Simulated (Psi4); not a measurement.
**One shape, several levels: MnF2 (SMILES [F][Mn][F])**

Aim: a comparison of 3 runs (UVSXC/DZVP, USCS-MP2/3-21G, USCS-MP2/DZVP) of MnF2. 

The calculation is run with Psi4 1.11.

3 further runs of the same task are left out: 1 that didn't finish, 2 set aside as unsound or not needed.

### 1 The system as given

MnF2: 3 atoms, total charge 0, spin state sextet. SMILES: `[F][Mn][F]`. Geometry: a GFN2-xTB relaxation, a rough one for these elements and not checked as a minimum.

Bond lengths: Mn1–F2 1.706 Å, Mn1–F3 1.706 Å. Angles: F2–Mn1–F3 178.7°.

### 2 The charge distribution at UVSXC/DZVP (density fitting, ddPCM chlorobenzene) (run 1)

f2mn.json reads:

```json
{
 "schema_name": "qcschema_input",
 "schema_version": 1,
 "molecule": {
  "schema_name": "qcschema_molecule",
  "schema_version": 2,
  "symbols": ["Mn", "F", "F"],
  "geometry": [-0.0206736, -0.01188638, -0.00032125, -0.01918072, -0.03063246, 3.22340034, 0.03985432, 0.04251884, -3.22307908],
  "molecular_charge": 0,
  "molecular_multiplicity": 6,
  "fix_symmetry": "c1",
  "fix_com": true,
  "fix_orientation": true
 },
 "driver": "energy",
 "model": {
  "method": "vsxc",
  "basis": "DZVP"
 },
 "keywords": {
  "reference": "uks",
  "scf_type": "df",
  "df_scf_guess": false,
  "ddx": true,
  "ddx_model": "pcm",
  "ddx_solvent": "chlorobenzene",
  "ddx_radii_set": "uff",
  "scf_properties": ["ESP_AT_NUCLEI", "WIBERG_LOWDIN_INDICES", "LOWDIN_CHARGES", "DIPOLE"]
 }
}
```

Launch:

```sh
psi4 --qcschema f2mn.json -n 1 --memory 1600MB
```

stdout:

```text
[...]
  Running in c1 symmetry.
[...]
  Nuclear repulsion =  152.151313776089467
[...]
  Multiplicity = 6
[...]
  Nalpha       = 24
  Nbeta        = 19
[...]
    Number of basis functions: 52
[...]
   @DF-UKS iter   1: -1344.64129696146688    5.49867e+00   4.87579e-02 DIIS/ADIIS
[...]
   @DF-UKS iter  12: -1351.14148746529941   -1.49628e-08   2.30168e-07 DIIS
[...]
   @S^2 Observed:                8.756097152E+00
[...]
    Orbital Energies [Eh]
    ---------------------
    Alpha Occupied:
       1A   -234.687672     2A    -27.138544     3A    -24.310472
       4A    -24.310470     5A    -23.301083     6A    -23.301082
       7A    -23.292086     8A     -3.208867     9A     -2.099100
      10A     -2.099098    11A     -2.089679    12A     -1.052293
      13A     -1.036439    14A     -0.417058    15A     -0.380356
      16A     -0.380341    17A     -0.336346    18A     -0.334307
      19A     -0.334306    20A     -0.298785    21A     -0.298653
      22A     -0.229158    23A     -0.229131    24A     -0.217152
    Alpha Virtual:
      25A      0.007790    26A      0.085839    27A      0.085850
[...]
  @DF-UKS Final Energy: -1351.14148746529941
   => Energetics <=
    Nuclear Repulsion Energy =            152.1513137760894665
    One-Electron Energy =               -2168.1004365015119220
    Two-Electron Energy =                 738.3890907564114059
    DFT Exchange-Correlation Energy =     -73.5491833701460394
    Empirical Dispersion Energy =           0.0000000000000000
    VV10 Nonlocal Energy =                  0.0000000000000000
    DD Solvation Energy =                 -0.0322721261422548
    Total Energy =                      -1351.1414874652994058
[...]
 Multipole Moments:
 ------------------------------------------------------------------------------------
     Multipole            Electronic (a.u.)      Nuclear  (a.u.)        Total (a.u.)
 ------------------------------------------------------------------------------------
 L = 1.  Multiply by 2.5417464519 to convert [e a0] to [Debye]
 Dipole X            :          0.2917730           -0.3307776           -0.0390046
 Dipole Y            :          0.1678868           -0.1901821           -0.0222953
 Dipole Z            :          0.0045257           -0.0051399           -0.0006142
 Magnitude           :                                                    0.0449312
[...]
```

The result, in JSON:

```text
{
 "driver": "energy",
 "model": {
  "method": "vsxc",
  "basis": "DZVP"
 },
 "success": true,
 "return_result": -1351.1414874652994,
 "properties": {
  "calcinfo_nbasis": 52,
  "calcinfo_nmo": 52,
  "calcinfo_nalpha": 24,
  "calcinfo_nbeta": 19,
  "calcinfo_natom": 3,
  "nuclear_repulsion_energy": 152.15131377608947,
  "return_energy": -1351.1414874652994,
  "scf_one_electron_energy": -2168.100436501512,
  "scf_two_electron_energy": 738.3890907564114,
  "scf_xc_energy": -73.54918337014604,
  "scf_dipole_moment": [-0.03900460070657241, -0.022295306074573223, -0.0006141861956898698],
  "scf_total_energy": -1351.1414874652994,
  "scf_iterations": 12
 }
}
```

Run time: 8.7 s. Hardware: 1 thread of Intel Xeon Platinum 8488C (Sapphire Rapids), shared host; peak memory 0.43 GiB.

Atomic charges (e):

```tsv
atom	Löwdin
Mn1	+0.775
F2	-0.387
F3	-0.387
```

### 3 A single-point energy at USCS-MP2/3-21G (run 2)

f2mn.dat reads:

```
memory 1.6 GB

molecule {
  0 6
  Mn    -0.010940    -0.006290    -0.000170
  F     -0.010150    -0.016210     1.705750
  F      0.021090     0.022500    -1.705580
}

set reference uhf
set scf_type pk
set freeze_core true
set mp2_type df

e_tot, wfn = energy("scs-mp2/3-21G", return_wfn=True)
```

Launch:

```sh
psi4 f2mn.dat f2mn.out -n 1
```

f2mn.out:

```text
[...]
  Running in cs symmetry.
[...]
  Nuclear repulsion =  152.151313690267244
[...]
  Multiplicity = 6
[...]
  Nalpha       = 24
  Nbeta        = 19
[...]
    Number of basis functions: 47
[...]
   @UHF iter   1: -1341.92761790446002   -2.22774e+00   2.17035e-02 DIIS/ADIIS
[...]
   @UHF iter  13: -1342.22008808877354   -6.82121e-13   1.99948e-09 DIIS
[...]
   @S^2 Observed:                8.766902121E+00
[...]
    Orbital Energies [Eh]
    ---------------------
    Alpha Occupied:
       1Ap  -239.022750     2Ap   -29.063031     3Ap   -26.032798
       4Ap   -26.032444     1App  -24.725875     5Ap   -24.725874
       6Ap   -24.718837     7Ap    -4.026775     8Ap    -2.719770
       2App   -2.719770     9Ap    -2.714757    10Ap    -1.457700
      11Ap    -1.434871    12Ap    -0.667306     3App   -0.667286
      13Ap    -0.658381    14Ap    -0.623341     4App   -0.623341
      15Ap    -0.545610     5App   -0.545606    16Ap    -0.515166
       6App   -0.478423    17Ap    -0.478387    18Ap    -0.427858
    Alpha Virtual:
      19Ap     0.057913     7App    0.058183    20Ap     0.062286
[...]
  @UHF Final Energy: -1342.22008808877354
   => Energetics <=
    Nuclear Repulsion Energy =            152.1513136902672443
    One-Electron Energy =               -2162.7736734578393225
    Two-Electron Energy =                 668.4022716787983427
    Total Energy =                      -1342.2200880887737640
  UHF NO Occupations:
  HONO-2 :    6App 1.0000000
  HONO-1 :   17 Ap 1.0000000
[...]
 Multipole Moments:
 ------------------------------------------------------------------------------------
     Multipole            Electronic (a.u.)      Nuclear  (a.u.)        Total (a.u.)
 ------------------------------------------------------------------------------------
 L = 1.  Multiply by 2.5417464519 to convert [e a0] to [Debye]
 Dipole X            :          0.0600031           -0.0149975            0.0450056
 Dipole Y            :         -0.0008055            0.0002020           -0.0006035
 Dipole Z            :          0.0000000            0.0000000            0.0000000
 Magnitude           :                                                    0.0450097
[...]
	SCS-MP2 Total Energy (a.u.)        : -1342.48269183145999
	SOS-MP2 Total Energy (a.u.)        : -1342.46808302884347
	SCSN-MP2 Total Energy (a.u.)       : -1342.39794666532430
[...]
	SOS-PI-MP2 Total Energy (a.u.)     : -1342.48715956269484
[...]
	MP2 Total Energy (a.u.)            : -1342.51190943669258
[...]
```

Wall time 2.6 s (1 thread of Intel Xeon Platinum 8488C (Sapphire Rapids), shared host); peak memory 2.9 GiB.

### 4 Energy and forces at USCS-MP2/DZVP (density fitting) (run 3)

f2mn.py reads:

```python
import psi4

psi4.set_memory('1600 MB')
psi4.set_num_threads(1)
psi4.core.set_output_file('output.dat', False)

mol = psi4.geometry("""
0 6
Mn    -0.010940    -0.006290    -0.000170
F     -0.010150    -0.016210     1.705750
F      0.021090     0.022500    -1.705580
symmetry c1
""")

psi4.set_options(dict(basis='DZVP', reference='uhf', freeze_core=True, mp2_type='df', scf_type='df'))

e, wfn = psi4.gradient("scs-mp2", molecule=mol, return_wfn=True)
print('gradient / Eh bohr^-1')
print(e.np.round(6))
print(f'energy = {wfn.energy():.10f} Eh')
```

Launch:

```sh
python f2mn.py
```

output.dat:

```text
[...]
  Running in c1 symmetry.
[...]
  Nuclear repulsion =  152.151313690267244
[...]
  Multiplicity = 6
[...]
  Nalpha       = 24
  Nbeta        = 19
[...]
    Number of basis functions: 52
[...]
   @DF-UHF iter   1: -1348.35483081032817   -2.00403e+00   1.05341e-02 ADIIS/DIIS
[...]
	SCS-MP2 Total Energy (a.u.)        : -1348.95821381884480
	SOS-MP2 Total Energy (a.u.)        : -1348.94793404019197
[...]
   @DF-UHF iter  16: -1348.58444912880032    4.54747e-13   8.57706e-11 DIIS
[...]
   @S^2 Observed:                8.763828190E+00
[...]
    Orbital Energies [Eh]
    ---------------------
    Alpha Occupied:
       1A   -240.664550     2A    -29.288022     3A    -26.195313
       4A    -26.195312     5A    -25.015002     6A    -25.015001
       7A    -25.008075     8A     -4.097453     9A     -2.810043
      10A     -2.803893    11A     -2.803892    12A     -1.519723
      13A     -1.498257    14A     -0.753229    15A     -0.742655
      16A     -0.742639    17A     -0.696960    18A     -0.696960
      19A     -0.605194    20A     -0.605184    21A     -0.591910
      22A     -0.541557    23A     -0.541535    24A     -0.511892
    Alpha Virtual:
      25A      0.051951    26A      0.134292    27A      0.134342
[...]
  @DF-UHF Final Energy: -1348.58444912880032
   => Energetics <=
    Nuclear Repulsion Energy =            152.1130422261461490
    One-Electron Energy =               -2167.1839771244376607
    Two-Electron Energy =                 666.4864857694911962
    Total Energy =                      -1348.5844491288003155
  UHF NO Occupations:
  HONO-2 :   22  A 1.0000000
  HONO-1 :   23  A 1.0000000
[...]
 Multipole Moments:
 ------------------------------------------------------------------------------------
     Multipole            Electronic (a.u.)      Nuclear  (a.u.)        Total (a.u.)
 ------------------------------------------------------------------------------------
 L = 1.  Multiply by 2.5417464519 to convert [e a0] to [Debye]
 Dipole X            :          0.0644606           -0.0149975            0.0494631
 Dipole Y            :         -0.0008644            0.0002020           -0.0006624
 Dipole Z            :         -0.0000000           -0.0000000           -0.0000000
 Magnitude           :                                                    0.0494676
[...]
	SOS-MP2 Total Energy (a.u.)        : -1348.94808113199997
	SCSN-MP2 Total Energy (a.u.)       : -1348.78641224526632
[...]
	SOS-PI-MP2 Total Energy (a.u.)     : -1348.97605282455379
[...]
	MP2 Total Energy (a.u.)            : -1348.97891782505781
[...]
```

On the terminal:

```text
gradient / Eh bohr^-1
[[-1.3360e-03  2.3000e-05  0.0000e+00]
 [-5.5900e-04 -9.0307e-02  0.0000e+00]
 [ 1.8960e-03  9.0284e-02  0.0000e+00]]
energy = -1348.9582138188 Eh
```

Wall time 12 s (1 thread of Intel Xeon Platinum 8488C (Sapphire Rapids), shared host); peak memory 0.28 GiB.

### 5 All runs side by side

```tsv
run	level	task	radii	energy (Eh)	HOMO energy (eV)	LUMO energy (eV)	⟨S²⟩	wall time
1	UVSXC/DZVP (density fitting, ddPCM chlorobenzene)	properties	UFF	-1351.141487	-5.91	-2.94	8.756	8.7 s
2	USCS-MP2/3-21G	energy	–	-1342.482692	-11.64	0.92	8.767	2.6 s
3	USCS-MP2/DZVP (density fitting)	gradient	–	-1348.958214	–	–	8.764	12 s
```

### 6 Results

| quantity | value |
| --- | --- |
| run 3: total energy | -1348.95821 Eh |
| run 3: correlation energy | -373.9 mEh |
| run 3: ⟨S²⟩ of the reference determinant | 8.764 |
| run 3: largest force on an atom | 4.644 eV/Å |

All runs together took 23 s, the longest 12 s.
